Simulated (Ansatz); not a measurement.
# GaBr₂Cl: how energies converge with the basis set

How large a basis does GaBr₂Cl need? Two functionals are run in growing sets.

Program: Ansatz 0.2.0, Gaussian basis. Level of theory: one geometry, several basis sets. These are calculated values, not measurements.

Levels to be run: PBE0-D4/def2-SVP; ωB97M-V/def2-SVP; PBE0-D4/def2-QZVPP; ωB97M-V/def2-QZVPP; the functionals' def2-TZVPP values are taken from earlier runs.

**1. The relaxed structure**

All runs share one geometry, relaxed beforehand with PBE0-D4 in a triple-zeta def2 set.

SMILES `[Cl][Ga]([Br])[Br]`, 4 atoms, charge 0, spin multiplicity 1.

Atoms are counted from 1 here; the program's logs count them from 0.

Bond lengths: Cl1–Ga2 2.117 Å, Ga2–Br3 2.258 Å, Ga2–Br4 2.258 Å. Angles: Cl1–Ga2–Br3 119.6°, Cl1–Ga2–Br4 119.6°, Br3–Ga2–Br4 120.8°.

**2. PBE0-D4 in def2-SVP**

The input, in.yaml:

```yaml
crystal:
  periodic: [false, false, false]
  atoms:
    - {symbol: Cl, position_ang: [0.753062, 0.653327, 1.895387]}
    - {symbol: Ga, position_ang: [0.023709, -0.006162, 0.020228]}
    - {symbol: Br, position_ang: [0.258713, -2.173100, -0.568930]}
    - {symbol: Br, position_ang: [-0.979984, 1.465734, -1.366884]}
basis:
  gaussian: {orbitals: def2-SVP}
hamiltonian: {xc: pbe0, dispersion: d4}
output: {orbitals: {seedname: orbitals}}
```

Run with:

```console
$ ansatz run in.yaml --threads 2 --pin off --events-out ev --progress --plain --max-ram 22528MiB --backend cpu
```

After this run come: ωB97M-V in def2-SVP; PBE0-D4 in def2-QZVPP; ωB97M-V in def2-QZVPP.

Q: Predict the results of all the runs planned. Wanted: PBE0-D4: double and triple zeta above quadruple; ωB97M-V: double and triple zeta above quadruple.

The runs gave:

| quantity | value |
| --- | --- |
| PBE0-D4: double and triple zeta above quadruple | 32.41, 4.39 eV |
| ωB97M-V: double and triple zeta above quadruple | 32.05, 4.23 eV |

For PBE0-D4 the step from double to triple zeta gains 28.02 eV and the next only 4.39 eV. Total energies overstate the basis error of differences, where much of it tends to cancel.
